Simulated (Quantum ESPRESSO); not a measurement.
NbCu, 2 atoms in the cell. The structure is cubic, space group Fm-3m (No. 225). Conventional cell: a = 5.124 Å, b = 5.124 Å, c = 5.124 Å, α = 90.00°, β = 90.00°, γ = 90.00°. Nb (site symmetry m-3m) is surrounded by 6 Cu at 2.56 Å. Around Cu (site symmetry m-3m) lie 6 Nb at 2.56 Å. The cell was built by a generator and needn't be a form met in nature.

| Item | Value |
| --- | --- |
| Program | Quantum ESPRESSO 7.5 |
| Task | phonons |
| Functional | LDA |
| Potentials or basis | GBRV 1.5 LDA |
| Cutoff | 762 eV |
| Density cutoff | 6095 eV |
| k mesh | 6 × 6 × 6 |
| Occupations | cold, width 0.2 eV |
| Spin | no spin polarisation |
| Target pressure | 15 GPa |
| Form of the LDA correlation | PZ81 |
| Mixing beta | 0.5 |
| Most SCF iterations | 120 |
| SCF threshold | 4e-10 Ry |

Potentials or basis: GBRV 1.5 LDA.

Run with:

```console
$ OMP_NUM_THREADS=1 pw.x -in pw.in > pw.out
$ OMP_NUM_THREADS=1 pw.x -in relax.in > relax.out
$ OMP_NUM_THREADS=1 pw.x -in scf2.in > scf2.out
$ OMP_NUM_THREADS=1 ph.x -in ph.in > ph.out
$ OMP_NUM_THREADS=1 dynmat.x -in dynmat.in > dynmat.out
```

Hardware: 1 thread of AMD EPYC 9R45 96-Core Processor (Zen 5), on a shared host.

Estimate the wall time of this run.

Wall time 2.7 min on 1 thread of AMD EPYC 9R45 96-Core Processor (Zen 5) (shared host), peak memory 0.18 GiB. Counts: scf iterations 80, k pools 1, bands 24, ion steps 5, k points 16, g dense 36325.
